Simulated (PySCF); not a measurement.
# C2H6AlAs: the cost of one run

Computed with PySCF 2.14.0, with density-fitted response routines of our own, on a single molecule in the gas phase. Atoms count from 0, in the outputs and in this text.

## (1) The starting structure

10 atoms, charge 0, multiplicity 1; geometry from: GFN2-xTB. The atoms were then displaced at random by about 0.01 Å, so the start is not that level's minimum.

Bonds of the start (Å): C0–C1 1.24, C1–Al2 1.97, Al2–As3 2.58, C0–H4 1.03, Al2–H5 1.56, Al2–H6 1.58, As3–H7 1.51, As3–H8 1.51, As3–H9 1.52.

## (2) Geometry optimisation at PBE0-D3(BJ)/def2-SVP

What the job is given:

```
{"job": {"xc": "PBE0", "basis": "def2-SVP", "d3": "d3bj", "grid": 1, "shake": 0.01, "kind": "geom"}, "charge": 0, "multiplicity": 1}
C      1.732410    -2.110970     0.276150
C      1.406070    -0.939930     0.021930
Al     1.005000     0.942240    -0.380230
As    -1.541390     0.521570    -0.269660
H      1.967440    -3.093420     0.477890
H      1.140500     1.554570    -1.806120
H      0.963130     1.987830     0.798060
H     -2.581730    -0.559540    -0.430040
H     -1.393620     0.176760     1.189080
H     -2.647360     1.499950     0.101880
```

Run with:

```sh
$ OMP_NUM_THREADS=1 python probes_run.py task.json out
```

The driver reads the jobs from task.json and runs them one after another.

**Question.** How long does this first job take on 1 thread of Arm Neoverse V2, shared host, and how much memory does it need?

About 37 s, with a peak of 0.45 GiB.
